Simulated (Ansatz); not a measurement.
# Al2H9NSi2: the cost of one run

Method: RKS PBE/6-31G, in Ansatz 0.2.0.

## Step 1: The structure to begin with

Bond lengths: Al1–N2 1.902 Å, N2–Si3 1.814 Å, N2–Al4 1.973 Å, Al4–Si5 2.305 Å, Al1–H6 1.595 Å, Al1–H7 1.635 Å, Si3–H8 1.423 Å, Si3–H9 1.486 Å, Si3–H10 1.441 Å, Al4–H11 1.612 Å, Si5–H12 1.469 Å, Si5–H13 1.481 Å, Si5–H14 1.454 Å. Angles (14 of 21 angles, heavy atoms first): Al1–N2–Si3 109.1°, Al1–N2–Al4 104.3°, Si3–N2–Al4 108.2°, N2–Al4–Si5 121.4°, N2–Al1–H6 120.0°, N2–Al1–H7 116.7°, N2–Si3–H8 109.8°, N2–Si3–H9 107.3°, N2–Si3–H10 108.3°, N2–Al4–H11 115.3°, Si5–Al4–H11 123.2°, Al4–Si5–H12 109.3°, Al4–Si5–H13 107.4°, Al4–Si5–H14 109.4°.

As a file:

```xyz
14

Al   -0.6996    0.9621    1.8590
N    -1.2316   -0.4713    0.7281
Si   -1.8212    0.2044   -0.8484
Al    0.4364   -1.4679    0.3873
Si    2.2452   -0.4660   -0.6306
H     0.5436    1.8769    1.4560
H    -1.8965    1.8651    2.5106
H    -2.9631    1.0230   -0.6258
H    -0.7412    1.0684   -1.3910
H    -2.1064   -0.8953   -1.7341
H     0.3897   -3.0357    0.7595
H     3.3287   -1.4482   -0.7690
H     2.6725    0.6589    0.2330
H     1.8306    0.0964   -1.9057
```

## Step 2: End point A

File input.yaml:

```yaml
crystal:
  periodic: [false, false, false]
  atoms:
    - { symbol: Al, position_ang: [-0.6996, 0.9621, 1.859] }
    - { symbol: "N", position_ang: [-1.2316, -0.4713, 0.7281] }
    - { symbol: Si, position_ang: [-1.8212, 0.2044, -0.8484] }
    - { symbol: Al, position_ang: [0.4364, -1.4679, 0.3873] }
    - { symbol: Si, position_ang: [2.2452, -0.466, -0.6306] }
    - { symbol: H, position_ang: [0.5436, 1.8769, 1.456] }
    - { symbol: H, position_ang: [-1.8965, 1.8651, 2.5106] }
    - { symbol: H, position_ang: [-2.9631, 1.023, -0.6258] }
    - { symbol: H, position_ang: [-0.7412, 1.0684, -1.391] }
    - { symbol: H, position_ang: [-2.1064, -0.8953, -1.7341] }
    - { symbol: H, position_ang: [0.3897, -3.0357, 0.7595] }
    - { symbol: H, position_ang: [3.3287, -1.4482, -0.769] }
    - { symbol: H, position_ang: [2.6725, 0.6589, 0.233] }
    - { symbol: H, position_ang: [1.8306, 0.0964, -1.9057] }
basis:
  gaussian: { orbitals: "6-31G" }
hamiltonian:
  xc: pbe
relax:
  f_tol: 0.015
  max_steps: 40
output:
  orbitals: {}
```

On the command line:

```console
$ ansatz run input.yaml --threads 1 --pin off --max-ram 2048MiB --backend cpu --events-out ev --progress --plain --runs-dir out
```

**Question.** How long does this run take on 1 thread of Intel Xeon at 2.70GHz, shared host, and how much memory does it need?

About 3.3 min, with a peak of 0.15 GiB.
